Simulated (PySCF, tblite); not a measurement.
# 3-bromo-5-chloro-1,2,4-thiadiazole (C2BrClN2S): dynamics, then NMR shifts on frames

How do NMR shifts of 3-bromo-5-chloro-1,2,4-thiadiazole (C2BrClN2S) (`Clc1nc(Br)ns1`) change as the atoms move?

Programs: tblite 0.8.0 and PySCF 2.14.0, with density-fitted response routines of our own. Each step states its level of theory. These are calculated values for one molecule in the gas phase, unless marked as measured. Atoms are numbered from 0 throughout.

**1. The molecule as given**

7 atoms, charge 0, multiplicity 1; geometry from: GFN2-xTB.

Bonds of the start (Å): Cl0–C1 1.68, C1–N2 1.29, N2–C3 1.34, C3–Br4 1.85, C3–N5 1.30, N5–S6 1.63, S6–C1 1.76.

**2. A short Langevin run with GFN2-xTB**

The job: settings as JSON, then the geometry in Å.

```
{"job": {"kind": "md", "xc": "GFN2-xTB", "basis": "xTB", "temperature": 600, "steps": 2000, "every": 50, "frames": 5}, "charge": 0, "multiplicity": 1}
Cl     2.664878    -0.670451     0.666951
C      1.116308    -0.134536     0.316215
N      0.041158    -0.831510     0.494651
C     -1.020472    -0.100030     0.111588
Br    -2.721266    -0.818464     0.243674
N     -0.832106     1.103741    -0.346016
S      0.754833     1.456155    -0.343179
```

With the program's defaults for keys left out, this is: GFN2-xTB Langevin dynamics, gas phase.

Command:

```
> OMP_NUM_THREADS=1 python probes_run.py task.json out
```

One launch serves the whole session: the jobs run in the order shown.

The log of the run:

```text
t/fs     T/K      E/eV
    0.0   485.4   -598.68084
   25.0   413.1   -598.38984
   50.0   472.6   -598.28461
   75.0   699.7   -598.32659
  100.0   646.3   -598.29685
  125.0   545.3   -598.19439
  150.0   615.9   -598.19994
  175.0   531.4   -598.29144
  200.0   512.6   -598.45883
  225.0   293.9   -598.34237
  250.0   497.9   -598.49558
  275.0   364.0   -598.22812
  300.0   890.6   -598.49609
  325.0   517.2   -598.21254
  350.0   319.2   -598.23355
  375.0   712.6   -598.53568
  400.0   505.9   -598.21600
  425.0   752.1   -598.36079
  450.0   403.8   -597.96734
  475.0   830.3   -598.37734
  500.0   552.8   -598.22064
  525.0   765.8   -598.15000
  550.0   802.3   -598.06498
  575.0   624.3   -598.16408
  600.0   630.4   -598.13247
  625.0   822.1   -598.32351
  650.0   868.0   -598.39937
  675.0   562.7   -598.20151
  700.0   575.9   -598.10481
  725.0   556.7   -598.17485
  750.0   583.8   -597.98385
  775.0   619.8   -598.11319
  800.0   656.4   -598.20215
  825.0   590.5   -597.98854
  850.0   805.4   -598.22392
  875.0   653.1   -598.21315
  900.0   649.7   -598.22797
  925.0   771.8   -598.44585
  950.0   514.7   -598.47418
  975.0   494.3   -598.47416
 1000.0   532.1   -598.41405
```

Run time: 43 s. Hardware: 1 thread, shared host.

Distance from the start (root mean square after alignment): 0 fs 0.00 Å, 200 fs 0.08 Å, 400 fs 0.15 Å, 600 fs 0.16 Å, 800 fs 0.13 Å, 1000 fs 0.15 Å.

Positions (Å) and forces (eV/Å) at 1000 fs:

```xyz
7

Cl    0.459   -2.188    1.687   -0.075    0.507    0.350
C    -0.378   -0.782    1.244   -0.660   -0.619   -0.868
N    -1.687   -0.781    1.103    0.571   -1.157    0.698
C    -2.050    0.212    0.334   -0.908    1.185   -0.663
Br   -3.828    0.532   -0.290    0.703   -0.294    0.549
N    -1.136    1.033   -0.103   -0.299    0.521   -0.605
S     0.318    0.550    0.328    0.668   -0.144    0.537
```

**3. Nuclear shieldings: 250 fs, PBE0/pcSseg-1**

The job: settings as JSON, then the geometry in Å.

```
{"job": {"kind": "nmr", "xc": "PBE0", "basis": "pcSseg-1", "pop": false}, "charge": 0, "multiplicity": 1}
Cl     2.122500    -1.117600     1.534100
C      0.793400    -0.428200     0.801500
N     -0.472700    -0.871100     0.940800
C     -1.227700    -0.164500     0.130700
Br    -3.030200    -0.272600     0.116500
N     -0.715400     0.826800    -0.540300
S      0.913800     0.911000    -0.304100
```

Level: GIAO PBE0/pcSseg-1 NMR shielding, non-relativistic, gas phase.

The log of the run:

```text
coarse grid: 40568 points
cycle   1  E = -3617.0200825527  dE =  4.159e-01  |g| = 8.625e-01  |ddm| = 3.263e+00
cycle   2  E = -3616.8456331093  dE =  1.744e-01  |g| = 1.104e+00  |ddm| = 1.288e+00
cycle   3  E = -3617.0628668088  dE = -2.172e-01  |g| = 3.899e-01  |ddm| = 1.109e+00
cycle   4  E = -3617.0950219727  dE = -3.216e-02  |g| = 1.139e-01  |ddm| = 3.949e-01
cycle   5  E = -3617.0977908271  dE = -2.769e-03  |g| = 4.178e-02  |ddm| = 1.315e-01
cycle   6  E = -3617.0981073001  dE = -3.165e-04  |g| = 1.106e-02  |ddm| = 3.739e-02
cycle   7  E = -3617.0981304330  dE = -2.313e-05  |g| = 4.990e-03  |ddm| = 1.328e-02
cycle   8  E = -3617.0981357874  dE = -5.354e-06  |g| = 9.171e-04  |ddm| = 4.984e-03
final grid: 80968 points
cycle   9  E = -3617.0981512916  dE =  3.978e-07  |g| = 1.523e-03  |ddm| = 2.671e-03
cycle  10  E = -3617.0981495486  dE =  1.743e-06  |g| = 2.958e-03  |ddm| = 4.666e-03
cycle  11  E = -3617.0981518878  dE = -2.339e-06  |g| = 4.249e-04  |ddm| = 3.110e-03
cycle  12  E = -3617.0981519259  dE = -3.806e-08  |g| = 4.597e-05  |ddm| = 3.454e-04
cycle  13  E = -3617.0981519264  dE = -5.130e-10  |g| = 6.610e-06  |ddm| = 5.224e-05
converged SCF energy = -3617.0981519264

GIAO shielding tensors (ppm)
atom      isotropic    diamagn.    paramagn.     s11        s22        s33       span
  0 Cl     651.992    1145.188    -493.196    340.119    736.238    879.618    539.498
  1 C      -12.152     258.221    -270.372   -102.874      3.408     63.010    165.884
  2 N      -79.810     327.796    -407.606   -299.612   -101.125    161.306    460.918
  3 C       22.405     249.547    -227.142    -43.593     52.493     58.314    101.907
  4 Br    2037.349    3117.816   -1080.467   1430.875   1785.745   2895.425   1464.550
  5 N      -63.876     328.631    -392.508   -249.326    -71.012    128.710    378.036
  6 S       28.970    1054.974   -1026.004   -260.217     96.767    250.359    510.575
```

It took 59 s on 1 thread, shared host.

Shifts follow as δ = σ(reference) − σ, with reference shieldings (ppm) from runs at the same level and on the same kind of geometry: ¹³C TMS 186.9, ¹⁵N NH3 267.7, ³³S CS2 504, ³⁵Cl HCl 950, ⁷⁹Br HBr 2622. The references are single molecules in the gas phase, so shifts against H2O, NH3, PH3, H3PO4 or CFCl3 are not on the usual liquid scales and can be off by tens of ppm. Each atom is listed at this fixed geometry, with no averaging over motion; a spectrum would average atoms that exchange fast.

```
atoms                         environment  σ (ppm)  δ (ppm)
   C1    aromatic carbon bearing chlorine    -12.2    199.1
   C3     aromatic carbon bearing bromine     22.4    164.5
  Cl0                chlorine bonded to C      652      298
   N2  pyridine-type nitrogen of an azole    -79.8    347.5
   N5  pyridine-type nitrogen of an azole    -63.9    331.6
  Br4                 bromine bonded to C     2037      585
   S6                aromatic ring sulfur       29      475
```

Ring of atoms C1, N2, C3, N5, S6: NICS(0) -11.9, NICS(1) -10.9, NICS(1)zz -24.5 ppm (means of both faces).

Orbitals, density, ELF and potential are computed afterwards from the orbital file.

Frontier orbitals at PBE0/pcSseg-1, with the share of their density that lies nearest to each atom:

```
orbital  energy (eV)                     lies on
   HOMO        -7.81  Br4 35 %; N5 19 %; S6 19 %
   LUMO        -2.23   C1 33 %; S6 23 %; N5 16 %
```

ELF in a plane through or near 7 of the atoms.

Values, 10 rows by 14 columns:
```
0.00 0.00 0.00 0.00 0.00 0.00 0.00 0.00 0.00 0.00 0.00 0.00 0.00 0.00
0.00 0.00 0.00 0.00 0.11 0.46 0.43 0.02 0.01 0.00 0.00 0.00 0.00 0.00
0.00 0.00 0.00 0.01 0.57 0.95 0.84 0.20 0.61 0.68 0.03 0.00 0.00 0.00
0.00 0.00 0.01 0.01 0.27 0.35 0.68 0.83 0.49 0.82 0.02 0.08 0.01 0.00
0.00 0.02 0.56 0.70 0.11 0.80 0.74 0.41 0.85 0.15 0.52 0.83 0.47 0.01
0.00 0.09 0.81 0.84 0.75 0.37 0.48 0.60 0.75 0.82 0.23 0.64 0.56 0.05
0.00 0.04 0.65 0.25 0.54 0.34 0.73 0.35 0.43 0.60 0.54 0.24 0.35 0.02
0.00 0.01 0.31 0.82 0.77 0.03 0.72 0.93 0.15 0.54 0.88 0.78 0.14 0.00
0.00 0.00 0.02 0.15 0.13 0.00 0.08 0.26 0.01 0.10 0.38 0.22 0.01 0.00
0.00 0.00 0.00 0.00 0.00 0.00 0.00 0.00 0.00 0.00 0.00 0.00 0.00 0.00
```
The map spans 10.6 Å across and 8.3 Å up, centred on the molecule. Atoms in the plane (x, y in Å): Cl0 (-2.7, -0.8), C1 (-1.1, -0.2), N2 (0.0, -0.9), C3 (1.0, -0.1), Br4 (2.7, -0.7), N5 (0.8, 1.2), S6 (-0.8, 1.5).

log10 of the density (e/Å³) in the same plane.

Ten even steps from '0' (-4.0) to '9' (2.1):
```
0000000000111100000000000000
0000000012222221100000000000
0000000123343332221100000000
0000001234455443333210000000
0000012345566555544321000000
0000012345677666655432110000
0001222345699667765433321000
0012333445667668865444432210
0123445555666667765555543220
0223556666776666766666654321
0234566666786667976677654321
0234568976667777666799764321
0234567866566886656688654321
0123566665556666545666654321
0123455554445555444555543211
0012334443334444333444432110
0001223332222332222333321000
0000011111011111011122110000
0000000000000000000000000000
0000000000000000000000000000
```
The map spans 10.6 Å across and 8.3 Å up, centred on the molecule. Atoms in the plane (x, y in Å): Cl0 (-2.7, -0.8), C1 (-1.1, -0.2), N2 (0.0, -0.9), C3 (1.0, -0.1), Br4 (2.7, -0.7), N5 (0.8, 1.2), S6 (-0.8, 1.5).

On the surface of density 0.002 e/bohr³ the electrostatic potential runs, from the 1st to the 99th percentile, from -1.28 V near N5 to 1.51 V near S6.

**4. Shielding tensors: 425 fs, PBE0/pcSseg-1**

The job: settings as JSON, then the geometry in Å.

```
{"job": {"kind": "nmr", "xc": "PBE0", "basis": "pcSseg-1", "pop": false}, "charge": 0, "multiplicity": 1}
Cl     1.915900    -1.543600     1.394600
C      0.606000    -0.889500     0.551000
N     -0.672300    -1.252500     0.619400
C     -1.373000    -0.315600     0.022000
Br    -3.262600    -0.072600    -0.055700
N     -0.775300     0.593000    -0.651500
S      0.839400     0.516300    -0.418300
```

Level: GIAO PBE0/pcSseg-1 NMR shielding, non-relativistic, gas phase.

The log of the run:

```text
coarse grid: 40568 points
cycle   1  E = -3617.0120715903  dE =  3.997e-01  |g| = 8.667e-01  |ddm| = 3.232e+00
cycle   2  E = -3616.8452021728  dE =  1.669e-01  |g| = 1.093e+00  |ddm| = 1.264e+00
cycle   3  E = -3617.0609685010  dE = -2.158e-01  |g| = 3.746e-01  |ddm| = 1.072e+00
cycle   4  E = -3617.0899115225  dE = -2.894e-02  |g| = 1.136e-01  |ddm| = 3.750e-01
cycle   5  E = -3617.0927157235  dE = -2.804e-03  |g| = 3.946e-02  |ddm| = 1.272e-01
cycle   6  E = -3617.0929991269  dE = -2.834e-04  |g| = 8.549e-03  |ddm| = 3.305e-02
cycle   7  E = -3617.0930101314  dE = -1.100e-05  |g| = 4.973e-03  |ddm| = 1.096e-02
cycle   8  E = -3617.0930155661  dE = -5.435e-06  |g| = 8.980e-04  |ddm| = 4.858e-03
final grid: 80968 points
cycle   9  E = -3617.0930255934  dE =  3.926e-07  |g| = 1.516e-03  |ddm| = 2.593e-03
cycle  10  E = -3617.0930238585  dE =  1.735e-06  |g| = 2.970e-03  |ddm| = 4.577e-03
cycle  11  E = -3617.0930261807  dE = -2.322e-06  |g| = 3.693e-04  |ddm| = 3.047e-03
cycle  12  E = -3617.0930262090  dE = -2.826e-08  |g| = 4.259e-05  |ddm| = 3.001e-04
cycle  13  E = -3617.0930262094  dE = -4.420e-10  |g| = 7.374e-06  |ddm| = 4.921e-05
converged SCF energy = -3617.0930262094

GIAO shielding tensors (ppm)
atom      isotropic    diamagn.    paramagn.     s11        s22        s33       span
  0 Cl     643.286    1145.136    -501.851    323.480    709.948    896.429    572.950
  1 C       -7.531     259.640    -267.172    -97.092      7.635     66.863    163.955
  2 N      -66.049     327.380    -393.429   -294.139    -79.758    175.749    469.888
  3 C       21.429     251.446    -230.016    -42.828     43.744     63.373    106.201
  4 Br    1767.645    3118.385   -1350.740   1089.934   1255.485   2957.515   1867.580
  5 N      -57.913     329.832    -387.745   -242.153    -71.984    140.399    382.551
  6 S       41.041    1055.579   -1014.538   -269.032    118.666    273.489    542.522
```

It took 40 s on 1 thread, shared host.

In short: δ C1 194.5, C3 165.5, Cl0 306, N2 333.8 ppm.

**5. Nuclear shieldings: 625 fs, PBE0/pcSseg-1**

The job: settings as JSON, then the geometry in Å.

```
{"job": {"kind": "nmr", "xc": "PBE0", "basis": "pcSseg-1", "pop": false}, "charge": 0, "multiplicity": 1}
Cl     1.489000    -1.651700     0.910400
C      0.242700    -0.588300     0.275300
N     -0.975300    -0.908600     0.470600
C     -1.708500     0.085200    -0.132900
Br    -3.572600     0.103100    -0.444900
N     -1.115600     1.152200    -0.604400
S      0.468000     1.066700    -0.476600
```

Level: GIAO PBE0/pcSseg-1 NMR shielding, non-relativistic, gas phase.

The log of the run:

```text
coarse grid: 40568 points
cycle   1  E = -3617.0054095847  dE =  2.447e-01  |g| = 8.776e-01  |ddm| = 3.183e+00
cycle   2  E = -3616.8244930314  dE =  1.809e-01  |g| = 1.131e+00  |ddm| = 1.255e+00
cycle   3  E = -3617.0597705780  dE = -2.353e-01  |g| = 3.717e-01  |ddm| = 1.060e+00
cycle   4  E = -3617.0876177864  dE = -2.785e-02  |g| = 1.285e-01  |ddm| = 3.925e-01
cycle   5  E = -3617.0913009605  dE = -3.683e-03  |g| = 4.389e-02  |ddm| = 1.473e-01
cycle   6  E = -3617.0916498822  dE = -3.489e-04  |g| = 1.018e-02  |ddm| = 3.732e-02
cycle   7  E = -3617.0916701473  dE = -2.027e-05  |g| = 4.790e-03  |ddm| = 1.234e-02
cycle   8  E = -3617.0916750391  dE = -4.892e-06  |g| = 1.081e-03  |ddm| = 4.768e-03
final grid: 80968 points
cycle   9  E = -3617.0916762922  dE =  5.517e-07  |g| = 1.798e-03  |ddm| = 3.076e-03
cycle  10  E = -3617.0916738028  dE =  2.489e-06  |g| = 3.526e-03  |ddm| = 5.449e-03
cycle  11  E = -3617.0916771138  dE = -3.311e-06  |g| = 5.049e-04  |ddm| = 3.663e-03
cycle  12  E = -3617.0916771678  dE = -5.394e-08  |g| = 5.862e-05  |ddm| = 4.060e-04
cycle  13  E = -3617.0916771686  dE = -8.449e-10  |g| = 9.704e-06  |ddm| = 6.689e-05
converged SCF energy = -3617.0916771686

GIAO shielding tensors (ppm)
atom      isotropic    diamagn.    paramagn.     s11        s22        s33       span
  0 Cl     567.964    1145.379    -577.415    186.421    562.632    954.839    768.418
  1 C      -14.101     256.978    -271.079    -94.586      8.468     43.815    138.401
  2 N      -62.909     327.816    -390.725   -266.261   -114.998    192.531    458.792
  3 C       19.665     249.737    -230.072    -40.629     34.056     65.568    106.196
  4 Br    1778.818    3117.862   -1339.043   1097.088   1322.507   2916.859   1819.771
  5 N      -54.769     330.375    -385.144   -265.690    -80.064    181.448    447.138
  6 S       13.992    1054.828   -1040.835   -310.589    124.221    228.345    538.934
```

It took 41 s on 1 thread, shared host.

Key values: δ C1 201.0, C3 167.3, Cl0 382, N2 330.6 ppm.

**6. Nuclear shieldings: 800 fs, PBE0/pcSseg-1**

The job: settings as JSON, then the geometry in Å.

```
{"job": {"kind": "nmr", "xc": "PBE0", "basis": "pcSseg-1", "pop": false}, "charge": 0, "multiplicity": 1}
Cl     0.990600    -1.650200     1.301900
C     -0.242300    -0.700300     0.739800
N     -1.554600    -0.888600     0.683400
C     -1.987600     0.163100    -0.072100
Br    -3.803300     0.383300    -0.522200
N     -1.220500     0.979100    -0.584600
S      0.322200     0.787300    -0.207200
```

With the program's defaults for keys left out, this is: GIAO PBE0/pcSseg-1 NMR shielding, non-relativistic, gas phase.

The log of the run:

```text
coarse grid: 40568 points
cycle   1  E = -3617.0008046125  dE =  4.088e-01  |g| = 8.688e-01  |ddm| = 3.227e+00
cycle   2  E = -3616.8130706408  dE =  1.877e-01  |g| = 1.136e+00  |ddm| = 1.288e+00
cycle   3  E = -3617.0524154171  dE = -2.393e-01  |g| = 3.619e-01  |ddm| = 1.106e+00
cycle   4  E = -3617.0807742019  dE = -2.836e-02  |g| = 9.704e-02  |ddm| = 3.739e-01
cycle   5  E = -3617.0828360982  dE = -2.062e-03  |g| = 3.872e-02  |ddm| = 1.228e-01
cycle   6  E = -3617.0831277500  dE = -2.917e-04  |g| = 9.645e-03  |ddm| = 3.479e-02
cycle   7  E = -3617.0831429300  dE = -1.518e-05  |g| = 4.991e-03  |ddm| = 1.122e-02
cycle   8  E = -3617.0831482326  dE = -5.303e-06  |g| = 1.029e-03  |ddm| = 4.801e-03
final grid: 80968 points
cycle   9  E = -3617.0831809988  dE =  5.503e-07  |g| = 1.780e-03  |ddm| = 3.038e-03
cycle  10  E = -3617.0831785489  dE =  2.450e-06  |g| = 3.496e-03  |ddm| = 5.425e-03
cycle  11  E = -3617.0831818081  dE = -3.259e-06  |g| = 4.427e-04  |ddm| = 3.655e-03
cycle  12  E = -3617.0831818495  dE = -4.144e-08  |g| = 4.575e-05  |ddm| = 3.583e-04
cycle  13  E = -3617.0831818500  dE = -5.148e-10  |g| = 5.994e-06  |ddm| = 5.212e-05
converged SCF energy = -3617.0831818500

GIAO shielding tensors (ppm)
atom      isotropic    diamagn.    paramagn.     s11        s22        s33       span
  0 Cl     614.883    1145.888    -531.005    304.766    698.811    841.072    536.306
  1 C      -27.981     259.992    -287.973   -124.265    -16.765     57.085    181.350
  2 N      -66.034     328.238    -394.272   -293.226    -86.930    182.055    475.281
  3 C       35.292     251.073    -215.781    -20.231     35.912     90.193    110.424
  4 Br    1837.551    3117.799   -1280.248   1207.144   1344.645   2960.865   1753.722
  5 N      -37.183     331.558    -368.740   -250.670    -45.478    184.599    435.270
  6 S      -28.830    1055.375   -1084.205   -468.394    163.864    218.040    686.434
```

Run time: 43 s. Hardware: 1 thread, shared host.

Key values: δ C1 214.9, C3 151.6, Cl0 335, N2 333.8 ppm.

**7. Shielding tensors: 1000 fs, PBE0/pcSseg-1**

The job: settings as JSON, then the geometry in Å.

```
{"job": {"kind": "nmr", "xc": "PBE0", "basis": "pcSseg-1", "pop": false}, "charge": 0, "multiplicity": 1}
Cl     0.458500    -2.188200     1.686600
C     -0.377700    -0.781900     1.244500
N     -1.687400    -0.780600     1.103400
C     -2.050100     0.212300     0.333800
Br    -3.827800     0.531900    -0.289700
N     -1.136000     1.033300    -0.103000
S      0.318200     0.550400     0.328400
```

Method: GIAO PBE0/pcSseg-1 NMR shielding, non-relativistic, gas phase.

The log of the run:

```text
coarse grid: 40568 points
cycle   1  E = -3617.0132703797  dE =  3.878e-01  |g| = 8.660e-01  |ddm| = 3.211e+00
cycle   2  E = -3616.8479070308  dE =  1.654e-01  |g| = 1.090e+00  |ddm| = 1.246e+00
cycle   3  E = -3617.0589054240  dE = -2.110e-01  |g| = 3.874e-01  |ddm| = 1.071e+00
cycle   4  E = -3617.0897035388  dE = -3.080e-02  |g| = 1.282e-01  |ddm| = 4.033e-01
cycle   5  E = -3617.0934098360  dE = -3.706e-03  |g| = 4.084e-02  |ddm| = 1.419e-01
cycle   6  E = -3617.0937024602  dE = -2.926e-04  |g| = 9.838e-03  |ddm| = 3.487e-02
cycle   7  E = -3617.0937192043  dE = -1.674e-05  |g| = 5.203e-03  |ddm| = 1.243e-02
cycle   8  E = -3617.0937251510  dE = -5.947e-06  |g| = 9.278e-04  |ddm| = 5.100e-03
final grid: 80968 points
cycle   9  E = -3617.0937346062  dE =  3.754e-07  |g| = 1.502e-03  |ddm| = 2.657e-03
cycle  10  E = -3617.0937328660  dE =  1.740e-06  |g| = 2.953e-03  |ddm| = 4.600e-03
cycle  11  E = -3617.0937351799  dE = -2.314e-06  |g| = 4.286e-04  |ddm| = 3.083e-03
cycle  12  E = -3617.0937352182  dE = -3.835e-08  |g| = 4.890e-05  |ddm| = 3.478e-04
cycle  13  E = -3617.0937352188  dE = -5.839e-10  |g| = 9.448e-06  |ddm| = 5.680e-05
converged SCF energy = -3617.0937352188

GIAO shielding tensors (ppm)
atom      isotropic    diamagn.    paramagn.     s11        s22        s33       span
  0 Cl     619.954    1145.737    -525.783    281.290    691.689    886.884    605.594
  1 C       -9.161     261.265    -270.426   -101.748     13.597     60.669    162.418
  2 N      -76.733     329.835    -406.567   -304.128   -114.063    187.993    492.121
  3 C       21.788     253.567    -231.779    -37.193     41.221     61.335     98.528
  4 Br    1800.143    3118.088   -1317.944   1107.972   1351.097   2941.361   1833.390
  5 N      -55.617     331.587    -387.204   -260.541    -74.041    167.730    428.271
  6 S       25.466    1055.698   -1030.232   -277.631     84.438    269.591    547.222
```

Run time: 44 s. Hardware: 1 thread, shared host.

This run: δ C1 196.1, C3 165.1, Cl0 330, N2 344.5 ppm.

**8. Run by run: NMR shifts**

Shifts (ppm) of some atoms, chosen among heavy atoms and hydrogens apart, with basis size and wall time:

```
  frame     C1  Cl0     N5  Br4   S6  functions  time
 250 fs  199.1  298  331.6  585  475        157  59 s
 425 fs  194.5  306  325.6  854  463        157  40 s
 625 fs  201.0  382  322.5  843  490        157  41 s
 800 fs  214.9  335  304.9  784  533        157  43 s
1000 fs  196.1  330  323.3  822  478        157  44 s
```

**9. Outcome**

```
                                       quantity               value
                                     thermostat               600 K
                  mean temperature, second half               649 K
        mean potential energy above the minimum             0.46 eV
 ¹³C shifts against TMS (PBE0/pcSseg-1, 250 fs)    199.1, 164.5 ppm
³⁵Cl shifts against HCl (PBE0/pcSseg-1, 250 fs)             298 ppm
 ¹⁵N shifts against NH3 (PBE0/pcSseg-1, 250 fs)    347.5, 331.6 ppm
⁷⁹Br shifts against HBr (PBE0/pcSseg-1, 250 fs)             585 ppm
 ³³S shifts against CS2 (PBE0/pcSseg-1, 250 fs)             475 ppm
          surface potential, 1st and 99th percentile  -1.28 V and 1.51 V
                      range of the shift of Br4      585 to 854 ppm
```

**Reading.** In the second half the potential energy averages 0.46 eV above the minimum; equipartition over 15 harmonic modes at 600 K would give 0.39 eV. With 7 atoms the temperature swings widely (294 to 891 K). C3 stands next to heavy halogen, whose spin-orbit shielding this run leaves out, so the computed shift lies too far downfield, most of all for carbon beside Br or I. Shifts at one fixed geometry are not the observed spectrum, which averages over the motion. In the first frame run (250 fs): Shielding is most anisotropic at Br4 (span 1465 ppm, paramagnetic term -1080 ppm). NICS(1)zz of -25 ppm above the planar ring from C1 marks a diatropic (aromatic) ring current. At PBE0/pcSseg-1, counted by nearest atom on the grid, the HOMO lies on Br4 35 %; N5 19 %, the LUMO on C1 33 %; S6 23 %. Across the 5 runs the shift of Br4 moves most, between 585 (250 fs) and 854 ppm (425 fs). Spin-orbit coupling is left out, which matters for shieldings and couplings at and beside the heavy atoms.
